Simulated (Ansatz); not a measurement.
HfH2 and its elements, a formation energy from the elements

Computed with the Python package of Ansatz (0.2.0).

Notebook, run cell by cell (the value of a cell's last expression is shown):

```python
from collections import Counter
import warnings

import ansatz
import numpy as np
```

```python
PHASES = {
    "HfH2": (
        [(-1.739, 1.739, 2.1805), (1.739, -1.739, 2.1805), (1.739, 1.739, -2.1805)],
        [
            ("Hf", (0.0, 0.0, 0.0)),
            ("H", (0.75, 0.25, 0.5)),
            ("H", (0.25, 0.75, 0.5)),
        ],
    ),
    "Hf": (
        [(3.1967, 0.0, 0.0), (-1.59835, 2.768423, 0.0), (0.0, 0.0, 5.0578)],
        [
            ("Hf", (1 / 3, 2 / 3, 0.25)),
            ("Hf", (2 / 3, 1 / 3, 0.75)),
        ],
    ),
    "H2": (
        [(9.0, 0.0, 0.0), (0.0, 9.5, 0.0), (0.0, 0.0, 10.0)],
        [
            ("H", (0.5, 0.5, 0.4625)),
            ("H", (0.5, 0.5, 0.5375)),
        ],
    ),
}
```

```python
def build(vectors, sites):
    crystal = ansatz.Crystal(lattice=ansatz.Lattice.of(vectors))
    for symbol, position in sites:
        crystal = crystal.atom(symbol, position)
    return crystal

GASES = {"H2"}
```

```python
def compute(name, crystal):
    calc = (
        crystal.calculation()
        .functional(ansatz.Functional.R2SCAN)
        .basis(37 * ansatz.Ry)
        .scf(tolerance=1e-10)
        .kpoints(spacing=0.15)
        .occupations("cold", width=0.05)
        .stress()
    )
    if name in GASES:
        return calc.kpoints(1, 1, 1).relax(force_tolerance=0.02).run(threads=1, backend="cpu")
    calc = calc.relax(force_tolerance=0.02, fix_cell=["shape"])
    return calc.run(threads=1, backend="cpu")
```

```python
def counts(outcome):
    return Counter(site.symbol for site in outcome.lattice.sites)
```

```python
def formation_energy(outcome, mu):
    n = counts(outcome)
    return (outcome.report["energy_sigma0_ev"] - sum(k * mu[element] for element, k in n.items())) / sum(n.values())
```

```python
def volume_per_atom(outcome):
    return abs(np.linalg.det(outcome.lattice.cell_ang)) / len(outcome.lattice.sites)
```

```python
warnings.simplefilter("ignore", ansatz.DeckWarning)
```

```python
phases = {name: build(*cell) for name, cell in PHASES.items()}
```

```python
done = {}
for name, crystal in phases.items():
    done[name] = compute(name, crystal)
    print(f"{name}: {done[name].report['energy_sigma0_ev']:.4f} eV, {len(done[name].lattice.sites)} atoms")
```

    HfH2: -15766.5527 eV, 3 atoms
    Hf: -31466.1244 eV, 2 atoms
    H2: -31.8914 eV, 2 atoms

```python
# chemical potentials of the elements at zero temperature
references = {"Hf": "Hf", "H": "H2"}
mu = {element: done[name].report["energy_sigma0_ev"] / len(done[name].lattice.sites) for element, name in references.items()}

target = done["HfH2"]
heat = formation_energy(target, mu)
n = counts(target)
print("cell content:", dict(n), " volume", round(volume_per_atom(target), 3), "A^3/atom")
print("formation energy", round(heat, 4), "eV/atom,", round(heat * sum(n.values()), 4), "eV per cell")
print("bound against the elements" if heat < 0 else "unbound against the elements")
# gas references are bare DFT energies, without zero-point or fitted corrections
```

    cell content: {<Element.HF: 'Hf'>: 1, <Element.H: 'H'>: 2}  volume 8.624 A^3/atom
    formation energy -0.533 eV/atom, -1.5991 eV per cell
    bound against the elements

Total energies depend on the potentials; only differences at equal settings carry meaning. For the metals among these phases the mesh is modest: differences between phases can be off by up to 40 meV an atom. Atoms and volume are relaxed with the cell's shape held, which in cells of lower than cubic symmetry can hide stresses and shift volumes. Spin-orbit coupling, which matters for elements this heavy, is left out. The cells come from databases of deposited and of computed structures, and not all need be stable phases. The compound is the structure given, not necessarily its lowest; energies are at zero temperature, with no correction for gases. A semilocal functional's error on such energies is often 0.05 to 0.1 eV an atom, and 0.1 to 0.3 eV against gases such as O2 or F2. Timing: 4.2 min on 1 thread of Arm Neoverse V2, on a shared host, peak memory 0.78 GiB.
